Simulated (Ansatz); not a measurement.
## NaNiO2 under changes of volume

One of the cells (9.715 Å³/atom); the others are scaled copies at fixed shape and fractional positions:

```xyz
4
Lattice="1.4726 0.8502 5.1728 -1.4726 0.8502 5.1728 0.0000 -1.7004 5.1728" Properties=species:S:1:pos:R:3 pbc="T T T"
Ni    0.0000    0.0000    0.0000
Na    0.0000    0.0000    7.7593
O     0.0000    0.0000   11.3446
O     0.0000    0.0000    4.1740
```

Measurements of this composition are mostly on another form, of space group No. 12.

| Quantity | Value |
| --- | --- |
| Program | Ansatz 0.2.0 |
| Functional | PBEsol |
| Potentials or basis | all-electron LAPW, scalar-relativistic |
| Cutoff | 427 eV (chosen from the basis error) |
| Basis error allowed | 0.001 eV/atom |
| k mesh | 10 × 10 × 10 |
| Occupations | fermi-dirac, width 0.05 eV |
| Spin | collinear spin, ferromagnetic start |
| Starting moments | [1.0, 0.0, 0.0, 0.0] μB |

```csv
volume (Å³/atom),energy over the lowest point (meV/atom),pressure (GPa),largest force (eV/Å)
9.132,15.21,10.2,0.157
9.326,5.49,6.0,0.016
9.520,0.59,2.2,0.173
9.715,0.00,-1.2,0.317
9.909,3.25,-4.2,0.447
10.103,?,?,?
10.297,19.70,-9.2,0.674
```

Question: What does the run at 10.103 Å³/atom give?

Answer: Energy over the lowest point 9.94 meV/atom; pressure -6.8 GPa; largest force 0.566 eV/Å.

Worked out: A Birch-Murnaghan fit of order 3 (a polynomial in V^(-2/3)) to the other rows has its minimum at 9.65 Å³/atom with B0 = V·E''(V) = 164 GPa and B' = 4.6 at fixed shape and positions, which overstates the stiffness. It gives 9.94 meV/atom at 10.103 Å³/atom, against the run's 9.94, and -dE/dV = -6.8 GPa, against -6.8.

Energies are extrapolated to zero smearing.

Caveats: a cell with one magnetic atom can't hold antiferromagnetic order, which such compounds often take.
